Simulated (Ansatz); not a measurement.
# Fe13Co3: properties at the relaxed cell

An exercise on one series of results from a longer session: the logs are not shown, and one member is left open.

Computed with Ansatz 0.2.0 (DFT PBEsol, scalar-relativistic, plane waves, PAW, unless a step's input says otherwise).

2 further runs of the same task are left out: 2 set aside as unsound or not needed. Runs told in other sessions of the task aren't counted.

## The structure to begin with

The structure is tetragonal, space group P4/mmm (No. 123). Conventional cell: a = 5.601 Å, b = 5.601 Å, c = 5.595 Å, α = 90.00°, β = 90.00°, γ = 90.00°. Fe (site symmetry mmm) has 8 Fe at 2.43 Å in its first shell of neighbours. Fe (site symmetry m) has 3 Co at 2.42 Å and 5 Fe at 2.42 to 2.43 Å in its first shell of neighbours. Around Fe (site symmetry 4/mmm) lie 8 Fe at 2.43 Å. Around Fe (site symmetry mmm) lie 8 Fe at 2.42 Å. Co (site symmetry 4/mmm) is surrounded by 8 Fe at 2.42 Å.

Structure file:

```xyz
16
Lattice="5.6011 0.0000 0.0000 0.0000 5.6011 0.0000 0.0000 0.0000 5.5953" Properties=species:S:1:pos:R:3 pbc="T T T"
Fe    2.8006    0.0000    2.7977
Fe    4.1999    1.4012    4.1984
Fe    1.4012    4.1999    1.3969
Fe    1.4012    4.1999    4.1984
Fe    1.4012    1.4012    4.1984
Fe    0.0000    0.0000    2.7977
Fe    4.1999    1.4012    1.3969
Fe    4.1999    4.1999    4.1984
Fe    4.1999    4.1999    1.3969
Fe    0.0000    2.8006    2.7977
Fe    2.8006    0.0000    0.0000
Fe    1.4012    1.4012    1.3969
Fe    0.0000    2.8006    0.0000
Co    0.0000    0.0000    0.0000
Co    2.8006    2.8006    2.7977
Co    2.8006    2.8006    0.0000
```

It goes back to an entry of the Materials Project, which need not be the stable form.

It is the result of an earlier relaxation at this level (volume 10.97 Å³/atom; gap on the mesh: none (metal), site moments up to 2.5 μB).

The first run:

input.yaml

```yaml
crystal:
  lattice:
    - [5.5445417592, 0.0, 0.0]
    - [0.0, 5.5445417592, 0.0]
    - [0.0, 0.0, 5.5387843277]
  atoms:
    - { symbol: Fe, position: [0.5, 0.0, 0.5], spin: 2.48 }
    - { symbol: Fe, position: [0.7498284496, 0.2501715504, 0.750344458], spin: 2.72 }
    - { symbol: Fe, position: [0.2501715504, 0.7498284496, 0.249655542], spin: 2.72 }
    - { symbol: Fe, position: [0.2501715504, 0.7498284496, 0.750344458], spin: 2.72 }
    - { symbol: Fe, position: [0.2501715504, 0.2501715504, 0.750344458], spin: 2.72 }
    - { symbol: Fe, position: [0.0, 0.0, 0.5], spin: 2.5 }
    - { symbol: Fe, position: [0.7498284496, 0.2501715504, 0.249655542], spin: 2.72 }
    - { symbol: Fe, position: [0.7498284496, 0.7498284496, 0.750344458], spin: 2.72 }
    - { symbol: Fe, position: [0.7498284496, 0.7498284496, 0.249655542], spin: 2.72 }
    - { symbol: Fe, position: [0.0, 0.5, 0.5], spin: 2.48 }
    - { symbol: Fe, position: [0.5, 0.0, 0.0], spin: 2.46 }
    - { symbol: Fe, position: [0.2501715504, 0.2501715504, 0.249655542], spin: 2.72 }
    - { symbol: Fe, position: [0.0, 0.5, 0.0], spin: 2.46 }
    - { symbol: Co, position: [0.0, 0.0, 0.0], spin: 1.99 }
    - { symbol: Co, position: [0.5, 0.5, 0.5], spin: 1.98 }
    - { symbol: Co, position: [0.5, 0.5, 0.0], spin: 1.94 }
basis:
  ecutwfc: 420
kpoints:
  mp_grid: { grid: [6, 6, 6] }
hamiltonian:
  xc: pbesol
scf:
  occupations: { method: gaussian, width: 0.1 }
output:
  forces: true
  stress: true
  eigenvalues: true
  populations: true
magnetization:
  spin_polarized: true
relax:
  adjacent_minimum: "off"
  f_tol: 0.01
  max_steps: 30
  cell: { stress_tol: 0.1, fix: [volume] }
```

On the command line:

```bash
$ ansatz run input.yaml --threads 4 --pin off --max-ram 10240MiB --backend cpu --events-out ev --progress --plain --runs-dir out
```

Steps of the session up to this table: The cell scaled to 0.97 of its volume; The cell scaled to 1.03 of its volume; Volume × 0.94; Volume × 1.06; The cell scaled to 0.91 of its volume; Volume × 1.10; Point at V/V0 = 0.88.

One table of the session follows, with a row left open; its other results are not shown here.

It belongs to the step «Equation of state». 

| volume (Å³/atom) | energy above the lowest point (meV/atom) | pressure (GPa) | largest moment (μB) |
| --- | --- | --- | --- |
| 9.655 | 131.0 | 35.92 | 2.21 |
| 9.984 | ? | ? | ? |
| 10.313 | 28.8 | 14.70 | 2.35 |
| 10.642 | 7.1 | 6.70 | 2.42 |
| 10.971 | 0.0 | 0.00 | 2.47 |
| 11.300 | 5.9 | -5.79 | 2.52 |
| 11.629 | 22.9 | -10.66 | 2.57 |
| 12.068 | 59.6 | -16.00 | 2.62 |

Q: Estimate the row for volume (Å³/atom) = 9.984 from the others.

Worked estimate for «energy above the lowest point (meV/atom)». A straight line through the neighbours (9.655, 131.0) and (10.313, 28.8) gives 131.0 + (28.8 − 131.0) × (9.984 − 9.655) / (10.313 − 9.655) = 79.9; a parabola fitted to 3 rows on both sides gives 70.1.

**Answer.** energy above the lowest point (meV/atom): 68.8; pressure (GPa): 24.56; largest moment (μB): 2.29. In «energy above the lowest point (meV/atom)» the line misses by +11.1 and the parabola by +1.3.
